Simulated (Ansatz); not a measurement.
**BaZrO3 (perovskite): a single-point run**

Wanted: a converged single-point run for BaZrO3 (perovskite), and a check of what comes out. The structure is shown as the input types it.

Computed with Ansatz 0.2.0 (DFT r2SCAN, scalar-relativistic, plane waves, PAW, unless a step's input says otherwise).

**1. Starting point**

It takes space group Pm-3m (No. 221, cubic). The conventional cell has a = 4.205 Å, b = 4.205 Å, c = 4.205 Å, α = 90.00°, β = 90.00°, γ = 90.00°. Around Ba (site symmetry m-3m) lie 12 O at 2.97 Å. Zr (site symmetry m-3m) is surrounded by 6 O at 2.10 Å. O (site symmetry 4/mmm) has 2 Zr at 2.10 Å and 4 Ba at 2.97 Å as nearest neighbours.

Coordinates:

```
Ba Zr O
1.0
     4.20505    0.00000    0.00000
     0.00000    4.20505    0.00000
     0.00000    0.00000    4.20505
Ba Zr O
1 1 3
Cartesian
  0.0000 0.0000 0.0000
  2.1025 2.1025 2.1025
  0.0000 2.1025 2.1025
  2.1025 2.1025 0.0000
  2.1025 0.0000 2.1025
```

**2. The run**

File input.yaml:

```yaml
crystal:
  lattice:
    - [4.2050464628, 0.0, 0.0]
    - [0.0, 4.2050464628, 0.0]
    - [0.0, 0.0, 4.2050464628]
  atoms:
    - { symbol: Ba, position: [0.0, 0.0, 0.0] }
    - { symbol: Zr, position: [0.5, 0.5, 0.5] }
    - { symbol: O, position: [0.0, 0.5, 0.5] }
    - { symbol: O, position: [0.5, 0.5, 0.0] }
    - { symbol: O, position: [0.5, 0.0, 0.5] }
basis:
  ecutwfc: 500
  ecutrho_ratio: 4
kpoints:
  mp_grid: { grid: [6, 6, 6] }
hamiltonian:
  xc: r2scan
scf:
  occupations: { method: gaussian, width: 1.0 }
  max_iter: 50
output:
  forces: true
  stress: true
```

Launch:

```console
> ansatz run input.yaml --threads 4 --pin off --max-ram 7168MiB --backend cpu --events-out ev --progress --plain --runs-dir out
```

**Question.** How will this run end, and is anything wrong with its input?

The run converged and reported no error. That alone doesn't make the input a sound one.

In the input, scf.occupations.width is 1.0. Occupations are smeared over electronvolts, wider than many features of the bands.

The test: set scf.occupations.width to 0.05.
